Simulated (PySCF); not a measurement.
**Co²⁺: dipole response in dyall-av2z**

How polarisable is Co²⁺ at the levels listed below?

The numbers are computed with PySCF 2.14.0 (unrestricted determinants in a Gaussian basis, no spin-orbit coupling in the energies), except any that are marked as measured or tabulated.

## (1) The system

- Element: cobalt (Z = 27)
- Basis: dyall-av2z
- Hamiltonian: the non-relativistic Hamiltonian (point nucleus)
- State 1: Co²⁺: [Ar] 3d7, high-spin 4F determinant
- Methods: UHF, PBE, PBE0

The outer shells:

Co2+ [Ar] 3d7
```
[Ar] core
3d [↑↓][↑↓][↑ ][↑ ][↑ ]
```

One driver process ran all states and methods and kept the integrals in memory. Each run is shown as a PySCF script that sums up its settings (the driver passes frozen orbitals as a list and adds second-order terms of double hybrids); the logs are those of the runs themselves. The driver starts from symmetry-adapted Hartree-Fock orbitals, holds the occupation by maximum overlap and uses a logarithmic radial grid for functionals, so a plain start would take other cycles.

The integrals over 101 functions and the set-up took 0.19 s of CPU time.

## (2) Co²⁺, method by method

Level: UHF.

File input.py:

```python
from pyscf import gto, scf, dft, mp, cc
import basis_set_exchange as bse
mol = gto.M(atom="Co 0 0 0", charge=2, spin=3, symmetry="D2h",
            basis=gto.basis.parse(bse.get_basis("dyall-av2z", elements=["Co"], fmt="nwchem")))
mf = scf.UHF(mol)
mf.irrep_nelec = {'Ag': (5, 4), 'B1g': (1, 1), 'B2g': (1, 0), 'B3g': (1, 0), 'B1u': (2, 2), 'B2u': (2, 2), 'B3u': (2, 2)}
mf.kernel()
```

Output:

```text
damping factor = 0
level_shift factor = 0
DIIS = <class 'pyscf.scf.diis.CDIIS'>
diis_start_cycle = 1
diis_space = 10
diis_damp = 0
SCF conv_tol = 1e-09
SCF conv_tol_grad = None
number electrons alpha = 14  beta = 11
cycle= 1 E= -1380.58858336608  delta_E= -0.0062  |g|= 0.0273  |ddm|= 0.026
cycle= 2 E= -1380.58869093233  delta_E= -0.000108  |g|= 0.00409  |ddm|= 0.00378
cycle= 3 E= -1380.58869415121  delta_E= -3.22e-06  |g|= 0.0011  |ddm|= 0.00104
cycle= 4 E= -1380.58869438067  delta_E= -2.29e-07  |g|= 0.00035  |ddm|= 0.000261
cycle= 5 E= -1380.58869446222  delta_E= -8.16e-08  |g|= 6.84e-05  |ddm|= 0.000229
cycle= 6 E= -1380.58869446481  delta_E= -2.6e-09  |g|= 1.21e-05  |ddm|= 4.58e-05
cycle= 7 E= -1380.58869446485  delta_E= -4.02e-11  |g|= 1.9e-06  |ddm|= 5.62e-06
converged SCF energy = -1380.58869446485  <S^2> = 3.7537961  2S+1 = 4.0018976
```

It used 26 s of CPU time after the integrals (shared host).

Orbital energies by shell (radii are means over both spins):

| shell | electrons | mean orbital energy (eV) | spread (eV) | rms radius (bohr) |
| --- | --- | --- | --- | --- |
| 1s β | 1 | -7721.5 | 0 | 0.0659 |
| 1s α | 1 | -7721.5 | 0 | 0.0659 |
| 2s α | 1 | -968.77 | 0 | 0.279 |
| 2s β | 1 | -965.97 | 0 | 0.279 |
| 2p α | 3 | -839.63 | 0 | 0.250 |
| 2p β | 3 | -836.92 | 0 | 0.250 |
| 3s α | 1 | -145.50 | 0 | 0.842 |
| 3s β | 1 | -137.81 | 0 | 0.842 |
| 3p α | 3 | -105.24 | 0 | 0.892 |
| 3p β | 3 | -95.960 | 0 | 0.892 |
| 3d α | 5 | -38.314 | 1.401 | 1.13 |
| 3d β | 2 | -34.573 | 0 | 1.13 |

⟨S²⟩ = 3.754, ⟨L²⟩ = 12.02.

The driver then solved the coupled dipole response at imaginary frequencies: mean α = 2.775 bohr³, C₆ = 7.600 au for a like pair.

Level: PBE.

Changes to input.py:

```diff
@@ -4,3 +4,3 @@
             basis=gto.basis.parse(bse.get_basis("dyall-av2z", elements=["Co"], fmt="nwchem")))
-mf = scf.UHF(mol)
+mf = dft.UKS(mol, xc="PBE")
 mf.irrep_nelec = {'Ag': (5, 4), 'B1g': (1, 1), 'B2g': (1, 0), 'B3g': (1, 0), 'B1u': (2, 2), 'B2u': (2, 2), 'B3u': (2, 2)}
```

Output:

```text
damping factor = 0
level_shift factor = 0
DIIS = <class 'pyscf.scf.diis.CDIIS'>
diis_start_cycle = 1
diis_space = 10
diis_damp = 0
SCF conv_tol = 1e-09
SCF conv_tol_grad = None
number electrons alpha = 14  beta = 11
XC functionals = PBE
    J. P. Perdew, K. Burke, and M. Ernzerhof.,  Phys. Rev. Lett. 77, 3865 (1996)
    J. P. Perdew, K. Burke, and M. Ernzerhof.,  Phys. Rev. Lett. 78, 1396 (1997)
    J. P. Perdew, K. Burke, and M. Ernzerhof.,  Phys. Rev. Lett. 77, 3865 (1996)
    J. P. Perdew, K. Burke, and M. Ernzerhof.,  Phys. Rev. Lett. 78, 1396 (1997)
cycle= 1 E= -1381.54936181151  delta_E= -0.0191  |g|= 0.108  |ddm|= 0.115
cycle= 2 E= -1381.54590134085  delta_E= 0.00346  |g|= 0.204  |ddm|= 0.0702
cycle= 3 E= -1381.55174916342  delta_E= -0.00585  |g|= 0.02  |ddm|= 0.0363
cycle= 4 E= -1381.55182166014  delta_E= -7.25e-05  |g|= 0.000645  |ddm|= 0.00475
cycle= 5 E= -1381.55182173377  delta_E= -7.36e-08  |g|= 6.46e-05  |ddm|= 0.000181
cycle= 6 E= -1381.55182173473  delta_E= -9.58e-10  |g|= 1.43e-06  |ddm|= 2.57e-05
converged SCF energy = -1381.55182173473  <S^2> = 3.7510752  2S+1 = 4.0005376
```

It used 22 s of CPU time after the integrals (shared host).

The driver then solved the coupled dipole response at imaginary frequencies: mean α = 3.565 bohr³, C₆ = 10.03 au for a like pair.

Level: PBE0.

Changes to input.py:

```diff
@@ -4,3 +4,3 @@
             basis=gto.basis.parse(bse.get_basis("dyall-av2z", elements=["Co"], fmt="nwchem")))
-mf = dft.UKS(mol, xc="PBE")
+mf = dft.UKS(mol, xc="PBE0")
 mf.irrep_nelec = {'Ag': (5, 4), 'B1g': (1, 1), 'B2g': (1, 0), 'B3g': (1, 0), 'B1u': (2, 2), 'B2u': (2, 2), 'B3u': (2, 2)}
```

Output:

```text
damping factor = 0
level_shift factor = 0
DIIS = <class 'pyscf.scf.diis.CDIIS'>
diis_start_cycle = 1
diis_space = 10
diis_damp = 0
SCF conv_tol = 1e-09
SCF conv_tol_grad = None
number electrons alpha = 14  beta = 11
XC functionals = PBE0
    C. Adamo and V. Barone.,  J. Chem. Phys. 110, 6158 (1999)
    M. Ernzerhof and G. E. Scuseria.,  J. Chem. Phys. 110, 5029 (1999)
cycle= 1 E= -1381.59224432718  delta_E= -0.0115  |g|= 0.0447  |ddm|= 0.0702
cycle= 2 E= -1381.59206325295  delta_E= 0.000181  |g|= 0.0645  |ddm|= 0.0245
cycle= 3 E= -1381.59262345178  delta_E= -0.00056  |g|= 0.00426  |ddm|= 0.0118
cycle= 4 E= -1381.59262669721  delta_E= -3.25e-06  |g|= 0.000448  |ddm|= 0.00112
cycle= 5 E= -1381.59262677488  delta_E= -7.77e-08  |g|= 9.18e-05  |ddm|= 0.000208
cycle= 6 E= -1381.5926267784  delta_E= -3.52e-09  |g|= 4.85e-06  |ddm|= 5.42e-05
cycle= 7 E= -1381.5926267784  delta_E= -4.77e-12  |g|= 1.36e-07  |ddm|= 1.33e-06
converged SCF energy = -1381.5926267784  <S^2> = 3.7514915  2S+1 = 4.0007457
```

CPU time 51 s on a shared host, the integrals not counted.

The driver then solved the coupled dipole response at imaginary frequencies: mean α = 3.286 bohr³, C₆ = 9.175 au for a like pair.

Radial density 4πr²ρ of Co²⁺ at UHF:

| r (bohr) | density | spin density |
| --- | --- | --- |
| 0.00100 | 0.160 | 0.000 |
| 0.00169 | 0.436 | 0.000 |
| 0.00284 | 1.16 | 0.000 |
| 0.00477 | 2.96 | 0.000 |
| 0.00803 | 7.02 | 0.000 |
| 0.0135 | 14.8 | -0.001 |
| 0.0227 | 25.6 | -0.002 |
| 0.0382 | 32.4 | -0.002 |
| 0.0643 | 27.9 | -0.002 |
| 0.108 | 27.3 | 0.017 |
| 0.182 | 36.5 | 0.221 |
| 0.306 | 21.1 | 1.137 |
| 0.514 | 16.2 | 2.741 |
| 0.865 | 15.5 | 2.703 |
| 1.46 | 3.79 | 0.944 |
| 2.45 | 0.292 | 0.085 |
| 4.12 | 0.00719 | 0.001 |
| 6.93 | 2.65e-05 | 0.000 |

## (3) Polarisabilities and C₆

Co²⁺, in atomic units:

| method | mean α | C₆ (like pair) | S(−4) |
| --- | --- | --- | --- |
| UHF | 2.775 | 7.600 | 3.470 |
| PBE | 3.565 | 10.03 | 7.491 |
| PBE0 | 3.286 | 9.175 | 5.810 |

α(iu) at PBE0:

| u (hartree) | α(iu) (bohr³) |
| --- | --- |
| 0 | 3.286 |
| 0.0500 | 3.272 |
| 0.100 | 3.230 |
| 0.200 | 3.081 |
| 0.300 | 2.882 |
| 0.500 | 2.468 |
| 0.750 | 2.045 |
| 1.00 | 1.725 |
| 1.50 | 1.274 |
| 2.00 | 0.9773 |
| 3.00 | 0.6288 |
| 5.00 | 0.3323 |

## (4) Summary of results

| quantity | value |
| --- | --- |
| α of Co²⁺ | 2.775 (UHF) to 3.565 (PBE) bohr³ |

What this shows: A single London oscillator with the computed α and C₆ of Co²⁺ at UHF would have ω = 4 C₆ / (3 α²) = 1.32 hartree. The basis is finite, and no extrapolation was made.
